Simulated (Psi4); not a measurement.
**SnH2Cl (SMILES [Cl][SnH2]) at UHF/def2-TZVPD (density fitting with def2-universal-jkfit, core potential, sweep point 3)**

Aim: the vertical ionisation energy of SnH2Cl at UHF/def2-TZVPD (density fitting with def2-universal-jkfit, core potential, sweep point 3), from 2 runs. 

The calculation is run with Psi4 1.11.

2 further runs of the same task are left out: 2 set aside as unsound or not needed.

## Step 1: Starting point

The species is SnH2Cl (4 atoms), meant as a doublet with charge 0. SMILES: `[Cl][SnH2]`. The coordinates come from a PBE0-D4/def2-TZVP relaxation.

Bond lengths: Cl1–Sn2 2.343 Å, Sn2–H3 1.723 Å, Sn2–H4 1.723 Å. Angles: Cl1–Sn2–H3 105.0°, Cl1–Sn2–H4 105.0°, H3–Sn2–H4 111.9°.

## Step 2: A single-point energy at UHF/def2-TZVPD (density fitting with def2-universal-jkfit, core potential, sweep point 3)

File clh2sn.inp:

```
memory 1600 mb

molecule system {
  0 2
  Cl    -1.882600     0.398400    -0.585000
  Sn     0.380000    -0.179600    -0.397100
  H      0.412500    -1.500000     0.709600
  H      1.145500     1.221000     0.252100
  symmetry c1
}

set globals {
  basis def2-TZVPD
  reference uhf
  puream true
  scf_type df
  df_basis_scf def2-universal-jkfit
  maxiter 150
}

energy('hf')
print_variables()
```

On the command line:

```sh
$ psi4 -n 1 clh2sn.inp clh2sn.out
```

clh2sn.out:

```text
[...]
    !!!  WARNING: ECP capability is in beta. Please check occupations closely.  !!!
[...]
  Running in c1 symmetry.
[...]
  Nuclear repulsion =  103.714349025972211
[...]
  Multiplicity = 2
[...]
  Nalpha       = 21
  Nbeta        = 20
[...]
    Number of basis functions: 120
[...]
   @DF-UHF iter   1:  -673.96951944264788   -1.46907e+00   3.55737e-03 ADIIS/DIIS
[...]
   @DF-UHF iter   9:  -674.04153383426160   -1.19618e-07   5.70041e-07 DIIS
[...]
   @S^2 Observed:                7.562131472E-01
[...]
    Orbital Energies [Eh]
    ---------------------
    Alpha Occupied:
       1A   -104.810145     2A    -10.538716     3A     -8.006408
       4A     -8.004327     5A     -8.004102     6A     -5.898269
       7A     -4.090118     8A     -4.086030     9A     -4.082227
      10A     -1.359679    11A     -1.354683    12A     -1.353292
      13A     -1.349327    14A     -1.348099    15A     -1.061479
      16A     -0.679697    17A     -0.496363    18A     -0.490709
      19A     -0.462008    20A     -0.438560    21A     -0.341790
    Alpha Virtual:
      22A      0.049076    23A      0.052483    24A      0.082175
      25A      0.088173    26A      0.098377    27A      0.101837
[...]
  @DF-UHF Final Energy:  -674.04153383426160
   => Energetics <=
    Nuclear Repulsion Energy =            103.7143490259722114
    One-Electron Energy =               -1219.4874198403049377
    Two-Electron Energy =                 441.7315369800709846
    Total Energy =                       -674.0415338342615996
  UHF NO Occupations:
  HONO-2 :   19  A 1.9993253
  HONO-1 :   20  A 1.9983030
[...]
 Multipole Moments:
 ------------------------------------------------------------------------------------
     Multipole            Electronic (a.u.)      Nuclear  (a.u.)        Total (a.u.)
 ------------------------------------------------------------------------------------
 L = 1.  Multiply by 2.5417464519 to convert [e a0] to [Debye]
 Dipole X            :         33.5419303          -32.5021706            1.0397597
 Dipole Y            :         -8.9862400            8.6983584           -0.2878816
 Dipole Z            :          0.3009575           -0.3471962           -0.0462387
 Magnitude           :                                                    1.0798676
[...]
```

It took 3.3 s on 1 thread of Intel Xeon Platinum 8259CL at 2.50GHz (Skylake/Cascade Lake), shared host; peak memory 0.24 GiB.

## Step 3: The singlet cation

File input.dat:

```
memory 1600 mb

molecule mol {
  1 1
  Cl    -1.882600     0.398400    -0.585000
  Sn     0.380000    -0.179600    -0.397100
  H      0.412500    -1.500000     0.709600
  H      1.145500     1.221000     0.252100
  symmetry c1
}

set globals {
  basis        def2-TZVPD
  puream       true
  scf_type     df
  df_basis_scf def2-universal-jkfit
}

E, wfn = energy('hf', return_wfn=True)
```

On the command line:

```sh
$ psi4 -i input.dat -o output.dat -n 1
```

output.dat:

```text
[...]
    !!!  WARNING: ECP capability is in beta. Please check occupations closely.  !!!
[...]
  Running in c1 symmetry.
[...]
  Nuclear repulsion =  103.714349025972211
[...]
  Multiplicity = 1
[...]
  Nalpha       = 20
  Nbeta        = 20
[...]
    Number of basis functions: 120
[...]
   @DF-RHF iter   1:  -673.68023408954286   -1.17979e+00   3.07970e-03 ADIIS/DIIS
[...]
   @DF-RHF iter   8:  -673.72618830831482   -1.54477e-07   7.94910e-07 DIIS
[...]
    Orbital Energies [Eh]
    ---------------------
    Doubly Occupied:
       1A   -105.034380     2A    -10.760413     3A     -8.226754
       4A     -8.225629     5A     -8.225412     6A     -6.173475
       7A     -4.368817     8A     -4.360001     9A     -4.357149
      10A     -1.634639    11A     -1.633193    12A     -1.629807
      13A     -1.620356    14A     -1.619991    15A     -1.268624
      16A     -0.890737    17A     -0.711282    18A     -0.691537
      19A     -0.658314    20A     -0.645022
[...]
  @DF-RHF Final Energy:  -673.72618830831482
   => Energetics <=
    Nuclear Repulsion Energy =            103.7143490259722114
    One-Electron Energy =               -1209.4100609077236186
    Two-Electron Energy =                 431.9695235734365042
    Total Energy =                       -673.7261883083148177
[...]
 Multipole Moments:
 ------------------------------------------------------------------------------------
     Multipole            Electronic (a.u.)      Nuclear  (a.u.)        Total (a.u.)
 ------------------------------------------------------------------------------------
 L = 1.  Multiply by 2.5417464519 to convert [e a0] to [Debye]
 Dipole X            :         34.0465357          -32.5021706            1.5443651
 Dipole Y            :         -9.1611379            8.6983584           -0.4627795
 Dipole Z            :          0.0695118           -0.3471962           -0.2776844
 Magnitude           :                                                    1.6359515
[...]
```

Run time: 3 s. Hardware: 1 thread of Intel Xeon Platinum 8259CL at 2.50GHz (Skylake/Cascade Lake), shared host; peak memory 0.24 GiB.

## Step 4: Summary of results

Level: UHF/def2-TZVPD (density fitting with def2-universal-jkfit, core potential, sweep point 3).

```
                                          quantity          value
                      doublet SnH2Cl: total energy  -674.04153 Eh
                     doublet SnH2Cl: dipole moment         2.74 D
doublet SnH2Cl: HOMO energy (highest over α and β)       -9.30 eV
 doublet SnH2Cl: LUMO energy (lowest over α and β)       -0.22 eV
                              doublet SnH2Cl: ⟨S²⟩          0.756
                      singlet cation: total energy  -673.72619 Eh
                       singlet cation: HOMO energy      -17.55 eV
                       singlet cation: LUMO energy       -7.83 eV
                     singlet cation: HOMO–LUMO gap        9.72 eV
vertical ionisation energy (to the singlet cation)       8.581 eV
```

Removing an electron at fixed nuclei costs 8.58 eV (828 kJ/mol). Only the singlet of the ionised species was computed; a triplet could lie lower.
